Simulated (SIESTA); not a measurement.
Mg6SiNi:

```
Ni Si Mg
1.0
     4.67011    0.00000    0.00000
     0.00000    3.06729    5.23210
     0.00000   -3.06729    5.23210
Ni Si Mg
1 1 6
Direct
  0.00000 0.81663 0.81663
  0.50000 0.67834 0.67834
  0.50000 0.16731 0.16731
  0.50000 0.67273 0.14411
  0.50000 0.14411 0.67273
  0.00000 0.33689 0.33689
  0.00000 0.83333 0.35067
  0.00000 0.35067 0.83333
```

The cell comes from a database or a generator and needn't be the stable form of this composition.

- Program: SIESTA 5.4.2
- Task: single point
- Functional: PBE
- Potentials or basis: PseudoDojo 0.4 standard (PBE files)
- Basis: DZP (energy shift 0.003 Ry; two zetas on semicore shells)
- Grid cutoff: 800 Ry
- Energy shift: 0.003 Ry
- k mesh: 6 × 5 × 5
- Occupations: fermi-dirac, width 0.05 eV
- Spin: collinear spin, ferromagnetic start
- Starting moments: [1.0, 0.0, 0.0, 0.0, 0.0, 0.0, 0.0, 0.0] μB

On this cell: pressure 2.1 GPa; largest force 0.134 eV/Å; net moment 0.00 μB per cell; band gap on the k mesh none (metal or under the smearing width).

The same run follows on a disturbed copy (atoms moved at random, drawn with an rms of 0.05 Å):

```
Ni Si Mg
1.0
     4.67011    0.00000    0.00000
     0.00000    3.06729    5.23210
     0.00000   -3.06729    5.23210
Ni Si Mg
1 1 6
Cartesian
  -0.0016 -0.0007 8.5731
  2.3907 -0.0318 7.0932
  2.3082 -0.0136 1.7643
  2.3052 1.6490 4.2940
  2.3016 -1.6426 4.3131
  -0.0146 0.0294 3.5255
  -0.0182 1.4831 6.2046
  0.0016 -1.4726 6.2178
```

Question: What changes?

Answer: The energy (extrapolated to zero smearing) moves by +3.4 meV/atom; pressure 2.1 GPa; largest force 0.340 eV/Å; net moment 0.00 μB per cell; band gap on the k mesh none (metal or under the smearing width).

Forces on the atoms (eV/Å):
```
Ni  -0.080 -0.007 -0.050
Si  -0.171  0.162  0.107
Mg   0.110 -0.012  0.081
Mg   0.076 -0.295  0.041
Mg   0.123  0.304 -0.088
Mg  -0.089 -0.115  0.167
Mg   0.063  0.042 -0.072
Mg  -0.025 -0.078 -0.182
```

Stress tensor (GPa, compression positive):
```
 1.73 -0.10 -0.31
-0.10  2.70  0.01
-0.31  0.01  1.88
```

Caveats: short orbitals over semicore shells can move pressures by several GPa; the basis of atomic orbitals isn't converged, which shifts pressures, moduli and gaps.
